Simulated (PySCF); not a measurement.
**TlSb+: from the state search to spectroscopic constants**

The task here is to estimate one member of a computed series from the others.

The runs use PySCF 2.14.0; Tl def2-SVP with ECP60, Sb def2-SVP with ECP28, scalar-relativistic core potentials.

The first run:

A driver script around PySCF takes these settings:

| Item | Value |
| --- | --- |
| atoms | Tl, Sb |
| charge | 1 |
| basis | Tl def2-SVP with ECP60, Sb def2-SVP with ECP28 |
| Hamiltonian | scalar-relativistic core potentials |
| basis functions | 52 |
| electrons treated | 43 |
| masses in u | 204.9744, 120.9038 |
| levels | PBE0, PBE, r²SCAN, B3LYP, M06-L, M06, ωB97X, HF, MP2, SCS-MP2, CCSD, CCSD(T) |
| grid | 80 radial by 434 angular points |
| occupations | held fixed by the projection of orbital angular momentum |
| dissociation limit | Tl+ + Sb, each in its ground configuration |
| starting distance in angstrom | 2.895 |
| values of 2S to try | 1, 3 |

On the command line:

```sh
> OMP_NUM_THREADS=1 python dia.py task.json out
```

Among the steps run: The job; PBE0 along the bond; Higher solutions at PBE0; PBE (GGA); r²SCAN; B3LYP; M06-L (meta-GGA); M06; ωB97X (range-separated hybrid); UHF; Adding correlation.

One table of the session follows, with a row left open; its other results are not shown here.

| level | Re (Å) | ωe (cm⁻¹) | De (eV) |
| --- | --- | --- | --- |
| UHF | 3.771 | 37.1 | 0.154 |
| UHF-MP2 | 3.460 | 54.1 | 0.294 |
| UHF-SCS-MP2 | 3.534 | 49.5 | 0.252 |
| UHF-CCSD | 3.502 | 51.6 | 0.272 |
| UHF-CCSD(T) | ? | ? | ? |
| PBE | 3.294 | 67.4 | 0.56 |
| r²SCAN | 3.277 | 67.1 | 0.495 |
| M06-L | 3.356 | 63.9 | 0.489 |
| B3LYP | 3.359 | 62.7 | 0.471 |
| PBE0 | 3.301 | 66.1 | 0.468 |
| M06 | 3.266 | 74.1 | 0.55 |
| ωB97X | 3.282 | 70.8 | 0.488 |

**Question.** Estimate the row for UHF-CCSD(T).

**Answer.** Re (Å): 3.467; ωe (cm⁻¹): 53.9; De (eV): 0.292. In the column «Re (Å)» it lies between UHF-MP2 (3.460) and UHF-CCSD (3.502).

De is counted to Tl+ + Sb in their ground configurations.
